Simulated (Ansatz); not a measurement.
# LiSiP (Cmmm) in Ansatz: convergence with scf exx energy threshold

Aim: find how far scf exx energy threshold must go before the results for LiSiP settle, at HSE06. This setting moves, with any that are tied to it; all else stays.

All numbers are computed with Ansatz 0.2.0; they aren't measurements. Logs are shortened: lines on timing, memory, paths and dates and some standing lists are left out, and cuts for length are marked.

## Step 1: The structure

The structure is orthorhombic, space group Cmmm (No. 65). Conventional cell: a = 4.058 Å, b = 4.320 Å, c = 5.445 Å, α = 90.00°, β = 90.00°, γ = 90.00°. Li (site symmetry mmm) has 2 Si at 2.72 Å and 4 Li at 2.96 Å as nearest neighbours. Si (site symmetry mmm) is surrounded by 4 P at 2.03 to 2.16 Å. Around P (site symmetry mmm) lie 4 Si at 2.03 to 2.16 Å.

The cell was built by a generator and needn't be a form met in nature.

## Step 2: With scf exx energy threshold 0.01

The input, input.yaml:

```yaml
crystal:
  lattice:
    - [2.02883226, -2.15990198, 0.0]
    - [2.02883226, 2.15990198, 0.0]
    - [0.0, 0.0, 5.44504535]
  atoms:
    - { symbol: Li, position: [0.5, 0.5, 0.5] }
    - { symbol: Si, position: [0.5, 0.5, 0.0] }
    - { symbol: P, position: [0.0, 0.0, 0.0] }
hamiltonian:
  xc: hse06
  pseudopotentials: { kind: paw }
kpoints:
  mp_grid: { grid: [5, 5, 3] }
scf:
  occupations: { method: methfessel_paxton, width: 0.05 }
  exx: { energy_threshold: 0.01 }
output:
  forces: true
  stress: true
  eigenvalues: true
```

Potentials or basis: Ansatz PAW.

Launch:

```bash
$ ansatz run input.yaml --threads 2 --pin off --max-ram 5632MiB --backend cpu --events-out ev --progress --plain --runs-dir out
```

Run time: 10 s. Hardware: 2 threads of Arm Neoverse V2, shared host; peak memory 0.77 GiB.

What came out:

| Property | Result |
| --- | --- |
| Free energy | -1594.6659 eV |
| Pressure | 32.7 GPa |
| Band gap on the k mesh | none (metal or under the smearing width) |

## Step 3: With scf exx energy threshold 0.001

input.yaml, as its differences from that of step 2:

```diff
@@ -16,3 +16,3 @@
   occupations: { method: methfessel_paxton, width: 0.05 }
-  exx: { energy_threshold: 0.01 }
+  exx: { energy_threshold: 0.001 }
 output:
```

Potentials or basis: Ansatz PAW.

Launch:

```bash
$ ansatz run input.yaml --threads 2 --pin off --max-ram 5632MiB --backend cpu --events-out ev --progress --plain --runs-dir out
```

It took 10 s on 2 threads of Arm Neoverse V2, shared host; peak memory 0.77 GiB.

Results:

- Free energy: -1594.6659 eV
- Pressure: 32.7 GPa
- Band gap on the k mesh: none (metal or under the smearing width)

## Step 4: With scf exx energy threshold 0.0001

input.yaml, as its differences from that of step 3:

```diff
@@ -16,3 +16,3 @@
   occupations: { method: methfessel_paxton, width: 0.05 }
-  exx: { energy_threshold: 0.001 }
+  exx: { energy_threshold: 0.0001 }
 output:
```

Launch:

```bash
$ ansatz run input.yaml --threads 2 --pin off --max-ram 5632MiB --backend cpu --events-out ev --progress --plain --runs-dir out
```

Wall time 10 s (2 threads of Arm Neoverse V2, shared host); peak memory 0.77 GiB.

What came out:

| Item | Value |
| --- | --- |
| Free energy | -1594.6659 eV |
| Pressure | 32.7 GPa |
| Band gap on the k mesh | none (metal or under the smearing width) |

## Step 5: With scf exx energy threshold 1e-05

input.yaml, as its differences from that of step 4:

```diff
@@ -16,3 +16,3 @@
   occupations: { method: methfessel_paxton, width: 0.05 }
-  exx: { energy_threshold: 0.0001 }
+  exx: { energy_threshold: 1.0e-05 }
 output:
```

Launch:

```bash
$ ansatz run input.yaml --threads 2 --pin off --max-ram 5632MiB --backend cpu --events-out ev --progress --plain --runs-dir out
```

Wall time 10 s (2 threads of Arm Neoverse V2, shared host); peak memory 0.77 GiB.

It converged, with:

```
Free energy            : -1594.6659 eV
Pressure               : 32.7 GPa
Band gap on the k mesh : none (metal or under the smearing width)
```

## Step 6: With scf exx energy threshold 1e-06

input.yaml, as its differences from that of step 5:

```diff
@@ -16,3 +16,3 @@
   occupations: { method: methfessel_paxton, width: 0.05 }
-  exx: { energy_threshold: 1.0e-05 }
+  exx: { energy_threshold: 1.0e-06 }
 output:
```

Potentials or basis: Ansatz PAW.

Launch:

```bash
$ ansatz run input.yaml --threads 2 --pin off --max-ram 5632MiB --backend cpu --events-out ev --progress --plain --runs-dir out
```

Wall time 10 s (2 threads of Arm Neoverse V2, shared host); peak memory 0.77 GiB.

Results (log left out):

```yaml
Free_energy: -1594.6659 eV
Pressure: 32.7 GPa
Band_gap_on_the_k_mesh: none (metal or under the smearing width)
```

## Step 7: With scf exx energy threshold 1e-07

input.yaml, as its differences from that of step 6:

```diff
@@ -16,3 +16,3 @@
   occupations: { method: methfessel_paxton, width: 0.05 }
-  exx: { energy_threshold: 1.0e-06 }
+  exx: { energy_threshold: 1.0e-07 }
 output:
```

Potentials or basis: Ansatz PAW.

Launch:

```bash
$ ansatz run input.yaml --threads 2 --pin off --max-ram 5632MiB --backend cpu --events-out ev --progress --plain --runs-dir out
```

Standard output:

```text
Warning: output.stress: scf.convergence.dr2_threshold = 1e-7 eV (the SCF's general default) is looser than the 3e-10 eV advised for a printed stress (1e-10 eV for each atom of the cell: 3). What an SCF threshold leaves in a stress goes as its square root, and in the free energy as the threshold itself, and one threshold admits the most on a small cell: of the crystals measured, under no hybrid functional and no lock of the moments, on runs that ended without the residual-converged pass, on stresses that held no estimate of that error, the worst erred by over 100 MPa in a component at 1e-7 eV an atom and by under 5 at 1e-10. Set scf.convergence.dr2_threshold to 3e-10 eV or tighter. The threshold is an SCF's pass mark: one that does not reach it within its budget of iterations ends unconverged, or closes short of it on a stop that the run arms, and scf.convergence.dr2_threshold's page says what that costs each kind of run
Warning: output.stress: scf.exx.energy_threshold = 1e-7 eV is looser than the 3e-8 eV advised for a stress under a hybrid functional (1e-8 eV for each atom of the cell: 3). Every SCF of the exchange loop can meet its threshold on dr2 while the loop round them stops early: no threshold on dr2 bounds what that leaves in the stress. Set scf.exx.energy_threshold to 3e-8 eV or tighter. The threshold is the loop's pass mark: a loop that does not reach it within its budget of cycles ends unconverged, and scf.exx.energy_threshold's page has the law
Warning: RAYON_NUM_THREADS=2 ignored (pool sized by the plan → 2); use --threads N
Engine: ansatz 0.2.0, aarch64-unknown-linux-gnu
Pseudopotentials: kind: paw
Pseudopotential: Li, paw, valence charge 3, recommended cutoff 420 eV (normal), Li.paw.azcp
Pseudopotential: Si, paw, valence charge 4, recommended cutoff 420 eV (normal), Si.paw.azcp
Pseudopotential: P, paw, valence charge 5, recommended cutoff 420 eV (normal), P.paw.azcp
Functional definition: HSE06
  parameter a = 0.25
  parameter omega = 0.11/bohr
  exchange = pbe_x - a*pbe_x_sr(omega) + a*exact_x_sr(omega)
  correlation = pbe_c
Crystal: 3 atoms, lattice volume = 47.721 Å³
Basis set: ecut = 420 eV, 935 PW (Γ), exchange–correlation on 40×40×80 points (8 copies of the dense FFT grid, shifted against one another)
Bands: 10, of which v1, the nominal top of the filled ones, is band 6 counted from 1 (5 counted from 0)
Symmetry: 8 space group operations
Space group: Cmmm (ITA 65), of the structure as read, at distance tolerance 3.6e-5 Å
k-points: 18 of 75
Non-local potential: Li, projectors of the file, l = 0: 3, l = 1: 2, l = 2: 1
Non-local potential: Si, projectors of the file, l = 0: 2, l = 1: 2, l = 2: 2
Non-local potential: P, projectors of the file, l = 0: 2, l = 1: 2, l = 2: 2
PAW form: soft (Blöchl's): semilocal exchange-correlation on the pseudo side does not see the compensation charge
PAW frozen core: Si, regenerated for the run's functional, and the local potential with it (the file was generated under x = pbe(κ = 0.804, μ = 0.2195149727645171), c = pbe(β = 0.06672455060314922))
PAW frozen core: P, regenerated for the run's functional, and the local potential with it (the file was generated under x = pbe(κ = 0.804, μ = 0.2195149727645171), c = pbe(β = 0.06672455060314922))
PAW one-centre angular grid: Li, 110 points (default); XC on 96 Gauss nodes
PAW one-centre angular grid: Si, 110 points (default); XC on 64 Gauss nodes
PAW one-centre angular grid: P, 110 points (default); XC on 64 Gauss nodes
Initial density: superposition of atomic densities (neutral atoms: chi_scale 0, normalization atom), corrected by the library's trained network
Initial wavefunctions: pseudopotential atomic-orbital guess
Functional: x = pbe(κ = 0.804, μ = 0.2195149727645171), c = pbe(β = 0.06672455060314922), warm-up for x = pbe(κ = 0.804, μ = 0.2195149727645171) + 0.25 (exact − pbe) at short range (hse, ω = 0.20786987370883472 Å⁻¹), c = pbe(β = 0.06672455060314922); HSE06 as pw.x's `hse` composes it (authors' and Libxc's form: `xc: wpbeh`)
SCF iter   1: F=—  HF=-1593.751238 eV  |F-HF|=—  |Δ(HF+E_count)|=         —  Δρ=4.24e-3  dr2=1.16e-2  ethr=1.77e-3  ⟨swp⟩=10.4  Hψ=989  notcnv=0
[... 43 lines left out ...]
SCF iter   3: F=—  HF=-1594.665845 eV  |F-HF|=—  |Δ(HF+E_count)|=   4.65e-5  S|Δr|=    0.00e0  Δρ=2.23e-5  dr2=3.70e-6  ethr=9.77e-8  ⟨swp⟩=3.9  Hψ=392  notcnv=0
SCF iter   4: F=—  HF=-1594.665871 eV  |F-HF|=—  |Δ(HF+E_count)|=   2.66e-5  S|Δr|=    0.00e0  Δρ=3.00e-5  dr2=1.97e-6  ethr=3.71e-9  ⟨swp⟩=4.2  Hψ=546  notcnv=0
SCF iter   5: F=—  HF=-1594.665873 eV  |F-HF|=—  |Δ(HF+E_count)|=   1.20e-6  S|Δr|=    0.00e0  Δρ=5.49e-5  dr2=5.15e-6  ethr=3.71e-9  ⟨swp⟩=3.0  Hψ=340  notcnv=0  recentre
SCF iter   6: F=—  HF=-1594.665871 eV  |F-HF|=—  |Δ(HF+E_count)|=   1.97e-6  S|Δr|=    0.00e0  Δρ=5.38e-6  dr2=9.75e-8  ethr=3.71e-9  ⟨swp⟩=3.9  Hψ=392  notcnv=0
SCF iter   7: F=—  HF=-1594.665871 eV  |F-HF|=—  |Δ(HF+E_count)|=   1.69e-8  S|Δr|=    0.00e0  Δρ=7.25e-7  dr2=5.04e-8  ethr=3.93e-10  ⟨swp⟩=3.1  Hψ=388  notcnv=0
SCF iter   8: F=—  HF=-1594.665871 eV  |F-HF|=—  |Δ(HF+E_count)|=   2.41e-7  S|Δr|=    0.00e0  Δρ=2.09e-6  dr2=3.55e-9  ethr=7.95e-12  ⟨swp⟩=4.6  Hψ=633  notcnv=0  defer=3
SCF iter   9: F=-1594.665871 eV  HF=-1594.665871 eV  |F-HF|=1.28e-10  |Δ(HF+E_count)|=   1.10e-9  S|Δr|=    0.00e0  Δρ=3.95e-7  dr2=1.17e-9  ethr=7.95e-12  ⟨swp⟩=3.0  Hψ=384  notcnv=0
SCF 4 converged in 9 iterations: F = -1594.665871 eV  dr2 = 1.17e-9
  Residual-converged pass: ⟨swp⟩=3.0  Hψ=347  notcnv=0  max |occ|·‖R‖ = 7.1e-7 eV (tolerance 7.7e-7 eV)  dr2=1.17e-9  dr2_onsite=3.54e-12  max |Δocc| = 9.1e-14
hybrid outer 3: dexx = +1.617e-5 eV, tail = 5.30e-9 eV, Δε = 2.54e-2 eV (about 1.81e-4 eV left of the loop's levels)
hybrid SCF converged: 3 outer / 21 inner (+8 warm-up), last move |dexx| = 1.62e-5 eV, tail = 5.30e-9 eV
Stability not checked: this state was not tested for a lower state beside it, because the functional holds exact exchange (a hybrid, or Hartree-Fock), whose exchange loop this test does not read (fock_operator; see scf.lower_state_search)
Free energy (F): -1594.665871 eV
Frozen-core exchange: fock
Harris-Foulkes:  -1594.665871 eV  (|F-HF|=1.28e-10)
Internal energy: -1594.665431 eV  (E = F + TS)
E sigma→0 (E₀):  -1594.665761 eV
Entropy (-TS):   -0.000439 eV (-0.146 meV/atom)
Fermi energy:    7.030252 eV
--- Per-component energies (eV) ---
  E_band       = -88.879840
  E_kinetic    = 148.272817
  E_local      = -298.045636  (includes V_loc(G=0)·N_el)
  E_nonlocal   = 28.817047
  E_hartree    = 100.379819
  E_xc         = -108.727908
  E_vxc        = -104.861549  (∫ρ·V_xc dr)
  E_exx        = -25.815743  (= α·E_x^exact, valence–valence)
  E_paw        = -1103.277028  (= ΣΔE_a)
  E_vpaw       = -12.190954  (= ΣTr[D̂ρ^β])
  E_aug_tail   = 0.000024  (compensation charges beyond the density's cutoff)
  E_ewald      = -336.134054
  E_core_change = -0.134768  (= ΣΔE_core)
  E_smearing   = -0.000439  (= −TS)
  E_closure    = -0.000000  (closes the sum)
  Σ components = -1594.665871   (vs F -1594.665871, Δ=0.00e0)
--- Forces (eV/Å), atoms counted from 1 ---
  atom   1  Li     0.00000000     0.00000000     0.00000000
  atom   2  Si    -0.00000000     0.00000000     0.00000000
  atom   3  P     -0.00000000     0.00000000     0.00000000
  max |Σ_I F_I| component: 4.93e-31 eV/Å
--- Stress (GPa, compression-positive) ---
       59.209657       0.000000       0.000000
        0.000000      47.773261       0.000000
        0.000000       0.000000      -8.761473
  P = ⅓ Tr σ = 32.7405 GPa (327.405 kbar)
--- Band table (eV; the first three rows and the last of 18) ---
  k-point 0: bands = ["-44.1872", "-11.0152", "-0.4212", "3.2410", "4.6247", "4.9507", "8.9352", "10.4717", "13.4824", "16.4954"]
  k-point 1: bands = ["-44.1873", "-11.0067", "-0.7871", "3.2497", "4.6356", "6.6935", "8.9526", "9.9636", "11.3749", "14.8467"]
  k-point 2: bands = ["-44.1844", "-10.3237", "-0.0038", "0.2810", "4.5271", "5.5706", "10.3198", "10.5255", "13.6103", "14.1625"]
  k-point 17: bands = ["-44.1733", "-5.9974", "-1.9824", "-1.1317", "1.8288", "4.2546", "8.3873", "9.6025", "10.1964", "12.7289"]
```

It took 10 s on 2 threads of Arm Neoverse V2, shared host; peak memory 0.77 GiB.

Results:

* Free energy: -1594.6659 eV
* Pressure: 32.7 GPa
* Band gap on the k mesh: none (metal or under the smearing width)

## Step 8: The series at a glance

| scf exx energy threshold | energy less the tightest run, at zero smearing (meV/atom) | SCF cycles | CPU time (s) | peak memory (GiB) |
| --- | --- | --- | --- | --- |
| 0.01 | 0.00 | 29 | 20 | 0.77 |
| 0.001 | 0.00 | 29 | 20 | 0.77 |
| 0.0001 | 0.00 | 29 | 20 | 0.77 |
| 1e-05 | 0.00 | 27 | 19 | 0.77 |
| 1e-06 | 0.00 | 28 | 19 | 0.77 |
| 1e-07 | 0.00 | 29 | 19 | 0.77 |

Against the tightest run, the energy stays within 1 meV/atom from 0.01 on. The tightest run that finished is the yardstick and may itself not be fully converged.

Caveats: all runs use coarse meshes; a pressure of tens of GPa on the cell as given is suspect, and the run, the potentials or the cell itself is likely at fault; the PAW data sets come from PBE, with cores solved anew for the run's functional, which leaves a small shift of forces and pressure; the thresholds are loose for stress.
